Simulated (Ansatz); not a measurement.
# HfB2: the cost of one run

Program: Ansatz 0.2.0, driven from Python. Level of theory: DFT PBE, plane waves, PAW. These are calculated values, not measurements.

## 1. Starting point

The structure is hexagonal, space group P6/mmm (No. 191). Conventional cell: a = 3.140 Å, b = 3.140 Å, c = 3.480 Å, α = 90.00°, β = 90.00°, γ = 120.00°. Hf (site symmetry 6/mmm) is surrounded by 12 B at 2.51 Å. B (site symmetry -6m2) is surrounded by 3 B at 1.81 Å and 6 Hf at 2.51 Å.

The script holds or builds the structure itself.

## 2. Script

The input, compress.py:

```python
# -*- coding: utf-8 -*-
"""Cell of HfB2 under pressure."""

from dataclasses import dataclass
import warnings

import ansatz
from ase import Atoms
import numpy as np


@dataclass
class Options:
    functional: str = "pbe"
    mesh: tuple[int, ...] = (12, 12, 10)
    smearing: str = "cold"
    sigma: float = 0.1


opts = Options()

def edges_and_angles(cell):
    cell = np.asarray(cell)
    a, b, c = np.linalg.norm(cell, axis=1)
    cosines = cell[1] @ cell[2] / (b * c), cell[0] @ cell[2] / (a * c), cell[0] @ cell[1] / (a * b)
    return (a, b, c, *np.degrees(np.arccos(cosines)))

warnings.simplefilter("ignore", ansatz.DeckWarning)

atoms = Atoms(
    ["Hf", "B", "B"],
    scaled_positions=[
        [0.0, 0.0, 0.0],
        [1 / 3, 2 / 3, 0.5],
        [2 / 3, 1 / 3, 0.5],
    ],
    cell=[
        [3.14, 0.0, 0.0],
        [-1.57, 2.71932, 0.0],
        [0.0, 0.0, 3.48],
    ],
    pbc=True,
)
hfb2 = ansatz.Crystal.from_ase(atoms)

calculation = (
    hfb2.calculation()
    .functional(opts.functional)
    .kpoints(*opts.mesh)  # the mesh must be finer for metals
    .occupations(opts.smearing, width=opts.sigma)
    .basis(34 * ansatz.Ry)
)

# H = F + PV, with 1 GPa A^3 = 1/160.21766 eV
rows = []
for pressure in [-2, 0, 2, 5, 10]:
    outcome = calculation.relax(cell=True, pressure=pressure, max_steps=60).run(threads=1)
    cell = outcome.lattice.cell_ang
    n_atoms = len(outcome.lattice.sites)
    volume = abs(np.linalg.det(cell)) / n_atoms
    enthalpy = outcome.report["free_energy_ev"] / n_atoms + pressure * volume / 160.21766
    rows.append((pressure, volume, enthalpy, *edges_and_angles(cell)))
    print(f"{pressure} GPa done: {volume:.4f} A^3/atom")

print(" P (GPa)  V (A^3/atom)  H (eV/atom)     a       b       c")
for row in rows:
    print("{:8.1f} {:12.4f} {:14.5f} {:7.4f} {:7.4f} {:7.4f}".format(*row[:6]))
p, v = np.array([row[0] for row in rows], float), np.array([row[1] for row in rows])
print("mean bulk modulus between rows (GPa):", np.round(-np.diff(p) / np.diff(np.log(v)), 1))
```

## 3. Running it

Command:

```bash
$ python compress.py
```

What time and memory should one allow on 1 thread of Arm Neoverse V2, shared host?

About 79 s, with a peak of 0.47 GiB.
